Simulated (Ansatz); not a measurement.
# ScAl3F: the cost of one run

Method: DFT PBE, scalar-relativistic, plane waves, PAW, in Ansatz 0.2.0.

**1. The starting structure**

The structure is tetragonal, space group P4_2/mcm (No. 132). Conventional cell: a = 5.033 Å, b = 5.033 Å, c = 6.861 Å, α = 90.00°, β = 90.00°, γ = 90.00°. Sc (site symmetry mmm) is surrounded by 2 F at 1.72 Å. Al (site symmetry m2m) has 3 Al at 1.99 to 2.01 Å as nearest neighbours. Around Al (site symmetry -42m) lie 4 Al at 1.99 Å. Around F (site symmetry -42m) lie 2 Sc at 1.72 Å.

Coordinates:

```cif
data_structure
_symmetry_space_group_name_H-M 'P 1'
_symmetry_Int_Tables_number 1
_cell_length_a 5.0327
_cell_length_b 5.0327
_cell_length_c 6.8607
_cell_angle_alpha 90.000
_cell_angle_beta 90.000
_cell_angle_gamma 90.000
_cell_volume 173.77
loop_
_atom_site_label
_atom_site_type_symbol
_atom_site_fract_x
_atom_site_fract_y
_atom_site_fract_z
_atom_site_occupancy
Sc1 Sc 0.00000 0.00000 0.00000 1
Sc2 Sc 0.00000 0.00000 0.50000 1
Al1 Al 0.35897 0.35897 0.50000 1
Al2 Al 0.64103 0.64103 0.50000 1
Al3 Al 0.64103 0.35897 0.00000 1
Al4 Al 0.35897 0.64103 0.00000 1
Al5 Al 0.50000 0.50000 0.25000 1
Al6 Al 0.50000 0.50000 0.75000 1
F1 F 0.00000 0.00000 0.25000 1
F2 F 0.00000 0.00000 0.75000 1
```

Recipe of the guess: random cell by space group and Wyckoff sites (P4_2/mcm, No. 132). The dimensions are guesses.

**2. A first look at the guess**

Input file input.yaml:

```yaml
crystal:
  lattice:
    - [5.03273088, 0.0, 0.0]
    - [0.0, 5.03273088, 0.0]
    - [0.0, 0.0, 6.86070496]
  atoms:
    - { symbol: Sc, position: [0.0, 0.0, 0.0] }
    - { symbol: Sc, position: [0.0, 0.0, 0.5] }
    - { symbol: Al, position: [0.3589672, 0.3589672, 0.5] }
    - { symbol: Al, position: [0.6410328, 0.6410328, 0.5] }
    - { symbol: Al, position: [0.6410328, 0.3589672, 0.0] }
    - { symbol: Al, position: [0.3589672, 0.6410328, 0.0] }
    - { symbol: Al, position: [0.5, 0.5, 0.25] }
    - { symbol: Al, position: [0.5, 0.5, 0.75] }
    - { symbol: F, position: [0.0, 0.0, 0.25] }
    - { symbol: F, position: [0.0, 0.0, 0.75] }
basis:
  ecutwfc: 420
kpoints:
  mp_grid: { grid: [4, 4, 4] }
hamiltonian:
  xc: pbe
scf:
  occupations: { method: gaussian, width: 0.1 }
  lower_state_search: "off"
output:
  forces: true
  stress: true
  eigenvalues: true
```

Command:

```console
ansatz run input.yaml --threads 1 --pin off --max-ram 2560MiB --backend cpu --events-out ev --progress --plain --runs-dir out
```

**Question.** How long does this run take on 1 thread of Intel Xeon at 2.70GHz, shared host, and how much memory does it need?

About 9.8 s, with a peak of 0.46 GiB.
